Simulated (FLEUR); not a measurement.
The system is NbTe.

```
Te Nb
1.0
     3.70297    0.00000    0.00000
    -1.85149    3.20687    0.00000
     0.00000    0.00000    3.69421
Te Nb
1 1
Direct
  0.66667 0.33333 0.00000
  0.00000 0.00000 0.50000
```

The cell comes from a database or a generator and needn't be the stable form of this composition.

Program: FLEUR MaX-R8.1 (later development tree). Alike in all runs: potentials or basis all-electron, FLAPW; cell as given; smearing fermi-dirac 0.05 eV. Hardware: 1 thread of Arm Neoverse V2 (shared host).

Order these runs on this cell by their wall time, lowest first.
A. task single point; level PBE; spin off; k mesh 8 × 8 × 7; inpgen profile precise; gmax 25 1/bohr; muffin-tin radii Te 2.32, Nb 2.58 bohr; lmax Te 12, Nb 13; lnonsphr Te 8, Nb 8; kmax 5 1/bohr
B. task single point; level PBE; spin off; k mesh 8 × 8 × 7; inpgen profile fast; gmax 20 1/bohr; muffin-tin radii Te 2.32, Nb 2.58 bohr; lmax Te 7, Nb 7; lnonsphr Te 5, Nb 5; kmax 4 1/bohr
C. task single point; level PBE; spin off; k mesh 8 × 8 × 7; inpgen profile moderate; gmax 22.5 1/bohr; muffin-tin radii Te 2.32, Nb 2.58 bohr; lmax Te 9, Nb 10; lnonsphr Te 7, Nb 8; kmax 4.5 1/bohr
D. task band structure; level r2SCAN; spin SOC, no magnetisation; k mesh 6 × 6 × 5; gmax 13 1/bohr; muffin-tin radii Te 2.34, Nb 2.6 bohr; lmax Te 9, Nb 10; lnonsphr Te 9, Nb 10; kmax 4.19 1/bohr

B (55 s), C (120 s), A (250 s), D (1700 s).

Caveats: the meta-GGA is that of a development version, with a GGA for the radial functions and cores and without core tails (some runs).
